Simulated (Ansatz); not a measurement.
Predict the output of the script below (the Ansatz DFT code, driven from Python).

`smear_tc3mo.py`:
```python
"""How the energy of Tc3Mo depends on the smearing."""

import warnings

import ansatz as az
from ase import Atoms
from tabulate import tabulate

warnings.simplefilter("ignore", az.DeckWarning)

atoms = Atoms(
    ["Tc", "Tc", "Tc", "Mo"],
    scaled_positions=[
        [0.0, 0.5, 0.5],
        [0.5, 0.0, 0.5],
        [0.5, 0.5, 0.0],
        [0.0, 0.0, 0.0],
    ],
    cell=[
        [3.914319, 0.0, 0.0],
        [0.0, 3.914319, 0.0],
        [0.0, 0.0, 3.914319],
    ],
    pbc=True,
)
crystal = az.Crystal.from_ase(atoms)

job = crystal.calculation()
job = job.functional("pbesol")
job = job.basis(23 * az.Ha)
job = job.kpoints(spacing=0.26)
job = job.band_table()

rows = []
for value in [0.25, 0.15, 0.1, 0.05, 0.025]:
    report = job.occupations("fermi_dirac", width=value).run().report
    rows.append((value, report["free_energy_ev"] / len(report["lattice"]["sites"]), report["n_iterations"], report["gap_by_band_count_ev"], report["n_kpoints"]))

print(tabulate(rows, headers=["width (eV)", "F/atom (eV)", "iterations", "gap by band count (eV)", "k-points"], floatfmt=".4f", tablefmt="plain"))

# differences from the last row
for row in rows[:-1]:
    shift = 1000 * (row[1] - rows[-1][1])
    print(f"{row[0]}: {shift:+.2f} meV/atom" + ("  (within 5 meV)" if abs(shift) < 5 else ""))
```

```console
$ python smear_tc3mo.py
  width (eV)    F/atom (eV)    iterations    gap by band count (eV)    k-points
      0.2500     -5227.6019            10                   -4.1233          20
      0.1500     -5227.5290            10                   -4.1221          20
      0.1000     -5227.5063            10                   -4.1226          20
      0.0500     -5227.4917            10                   -4.1229          20
      0.0250     -5227.4871            10                   -4.1229          20
0.25: -114.77 meV/atom
0.15: -41.92 meV/atom
0.1: -19.21 meV/atom
0.05: -4.55 meV/atom  (within 5 meV)
```

Going from 0.025 to 0.25 eV changes F by -114.8 meV an atom. With this scheme F falls roughly as the square of the width; the report's estimate for zero width (energy_sigma0_ev) moves by only -1.6 meV.

What to keep in mind:
- No spin polarisation was allowed.
- The mesh is modest for a metal, so energies can be off by several to tens of meV an atom and pressures by half a GPa or more; differences at equal mesh fare better.
- A Fermi-Dirac width this large means warm electrons, whose thermal share enters the free energy.
- A gap by band count of zero or less means overlapping bands, a metal, and at an odd count of electrons it is no gap at all.
- The narrowest width needs the finest mesh, so the last row is no converged reference.
- This cell is a computed structure, which may not be the phase found in nature.
- Gaps and levels are Kohn-Sham values on a finite set of k-points, without spin-orbit coupling.

(Lines on the test bed's own set-up are left out of the output.)
